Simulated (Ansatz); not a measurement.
# HF/3-21G run of C6H4F2 (1,4-difluorobenzene)

Aim: the electronic atomisation energy of C6H4F2 (1,4-difluorobenzene) at HF/3-21G, from 4 runs. 

Program for the calculation: Ansatz 0.2.0.

37 further runs of the same task are left out: 37 set aside as unsound or not needed. Runs told in other sessions of the task aren't counted.

**1. Starting point**

C6H4F2: 12 atoms, total charge 0, spin state singlet. As SMILES, `Fc1ccc(F)cc1`. The coordinates come from a PBE0-D4/def2-TZVP relaxation.

Bond lengths: F1–C2 1.339 Å, C2–C3 1.381 Å, C3–C4 1.386 Å, C4–C5 1.381 Å, C5–F6 1.339 Å, C5–C7 1.381 Å, C2–C8 1.381 Å, C7–C8 1.386 Å, C3–H9 1.083 Å, C4–H10 1.083 Å, C7–H11 1.083 Å, C8–H12 1.083 Å. Some angles: F1–C2–C3 119.0°, F1–C2–C8 119.0°, C3–C2–C8 122.1°, C2–C3–C4 119.0°, C3–C4–C5 119.0°, C4–C5–F6 119.0°, C4–C5–C7 122.1°, F6–C5–C7 119.0°, C5–C7–C8 119.0°, C2–C8–C7 119.0°.

**2. The energy at HF/3-21G**

job.yaml reads:

```yaml
crystal:
  periodic: [false, false, false]
  atoms:
    - {symbol: F, position_ang: [0.818160, -1.507030, 2.087620]}
    - {symbol: C, position_ang: [0.412470, -0.759890, 1.052710]}
    - {symbol: C, position_ang: [0.723110, 0.585830, 1.036590]}
    - {symbol: C, position_ang: [0.303270, 1.359200, -0.034740]}
    - {symbol: C, position_ang: [-0.412610, 0.759910, -1.052630]}
    - {symbol: F, position_ang: [-0.818110, 1.507050, -2.087630]}
    - {symbol: C, position_ang: [-0.723140, -0.585820, -1.036580]}
    - {symbol: C, position_ang: [-0.303280, -1.359200, 0.034760]}
    - {symbol: H, position_ang: [1.286400, 1.016540, 1.854700]}
    - {symbol: H, position_ang: [0.525830, 2.417480, -0.085970]}
    - {symbol: H, position_ang: [-1.286320, -1.016580, -1.854740]}
    - {symbol: H, position_ang: [-0.525770, -2.417490, 0.085910]}
basis:
  gaussian: {orbitals: 3-21G.json}
hamiltonian: {xc: hf}
accuracy: high
output: {orbitals: {seedname: orbitals}}
```

The basis set 3-21G is read from a file made from the Basis Set Exchange's data (not shown).

Run with:

```console
$ ansatz run job.yaml --threads 1 --pin off --max-ram 3480MiB --events-out events.jsonl --progress --plain --runs-dir runs
```

Output:

```text
Warning: RAYON_NUM_THREADS=1 ignored (pool sized by the plan → 1); use --threads N
Functional definition: HF
  name "HF"
  exchange = exact_x
  correlation = 0
1914 factors; integrals over basis functions are off by at most 1.5e-8 eV
mean field evaluation 1: about -11590.3192 eV, gradient 3.2e1 eV
mean field evaluation 2: about -11591.0065 eV, gradient 3.2e1 eV
mean field evaluation 4: about -11593.7533 eV, gradient 3.7e0 eV
mean field evaluation 8: about -11593.7973 eV, gradient 2.3e-1 eV
mean field evaluation 16: about -11593.7975 eV, gradient 2.9e-8 eV
mean field -11593.79748079 eV, -426.0641988608 hartree, gradient 4.8e-8 eV, S^2 0.000000; 0 other end points of the search recorded, 0 dependent functions left out
reference -11593.79748079 eV, -426.0641988608 hartree; 29, 29 occupied and 51, 51 virtual orbitals, 1914 factors
Total energy: -11593.79748079 eV, -426.0641988608 hartree
```

Run time: 2.1 s. Hardware: 1 thread of Arm Neoverse V2, shared host; peak memory 0.23 GiB.

**3. The C atom, same level**

molecule.yaml reads:

```yaml
crystal:
  periodic: [false, false, false]
  atoms:
    - symbol: C
      position_ang: [0.000000, 0.000000, 0.000000]
basis:
  gaussian: {orbitals: 3-21G.json}
magnetization: {spin_polarized: true, initial_magnetization: 2}
hamiltonian: {xc: hf}
accuracy: high
```

The basis set 3-21G is read from a file made from the Basis Set Exchange's data (not shown).

Run with:

```console
$ ansatz run molecule.yaml --threads 1 --pin off --max-ram 3480MiB --events-out events.jsonl --progress --plain --runs-dir runs
```

Output:

```text
Warning: RAYON_NUM_THREADS=1 ignored (pool sized by the plan → 1); use --threads N
[... 4 set-up lines as earlier in the session ...]
42 factors; integrals over basis functions are off by at most 9.6e-9 eV
mean field evaluation 1: about -1019.7341 eV, gradient 4.9e0 eV
mean field evaluation 2: about -1019.7347 eV, gradient 4.9e0 eV
mean field evaluation 4: about -1019.9117 eV, gradient 1.9e-1 eV
mean field evaluation 8: about -1019.9119 eV, gradient 6.4e-5 eV
mean field evaluation 16: about -1019.9118 eV, gradient 6.1e-2 eV
mean field evaluation 32: about -1019.9119 eV, gradient 2.8e-8 eV
mean field -1019.91186813 eV, -37.4810698326 hartree, gradient 2.8e-8 eV, S^2 2.000971; 2 other end points of the search recorded, 0 dependent functions left out
reference -1019.91186813 eV, -37.4810698326 hartree; 4, 2 occupied and 5, 7 virtual orbitals, 42 factors
Total energy: -1019.91186813 eV, -37.4810698326 hartree
```

It took 0.04 s on 1 thread of Arm Neoverse V2, shared host.

**4. The F atom at the same level**

input.yaml reads:

```yaml
crystal:
  periodic: [false, false, false]
  atoms:
    - symbol: F
      position_ang: [0.000000, 0.000000, 0.000000]
basis:
  gaussian: {orbitals: 3-21G.json}
magnetization: {spin_polarized: true, initial_magnetization: 1}
hamiltonian: {xc: hf}
accuracy: high
```

The basis set 3-21G is read from a file made from the Basis Set Exchange's data (not shown).

Run the same way, it converges to -98.84501 Eh (log not shown).

**5. The H atom, same level**

run.yaml reads:

```yaml
basis:
  gaussian: {orbitals: 3-21G.json}
crystal:
  periodic: [false, false, false]
  atoms:
    - {symbol: H, position_ang: [0.000000, 0.000000, 0.000000]}
magnetization: {spin_polarized: true, initial_magnetization: 1}
hamiltonian: {xc: hf}
accuracy: high
```

The basis set 3-21G is read from a file made from the Basis Set Exchange's data (not shown).

Run the same way, it converges to -0.49620 Eh (log not shown).

**6. What came out**

At HF/3-21G:

```
                     quantity          value
       molecule: total energy  -426.06420 Eh
        molecule: HOMO energy       -9.43 eV
        molecule: LUMO energy        3.11 eV
      molecule: HOMO–LUMO gap       12.54 eV
         C atom: total energy   -37.48107 Eh
                 C atom: ⟨S²⟩          2.001
         F atom: total energy   -98.84501 Eh
                 F atom: ⟨S²⟩          0.750
         H atom: total energy    -0.49620 Eh
                 H atom: ⟨S²⟩          0.750
electronic atomisation energy      40.898 eV
```

Taking the molecule apart into free atoms costs 40.90 eV (3946 kJ/mol), before zero-point energy and without spin-orbit coupling. Hartree–Fock lacks the correlation of the bonding pairs, which as a rule makes this value much too low; in minimal bases other errors can mask that. The basis has no polarisation functions, which makes bonds too weak.
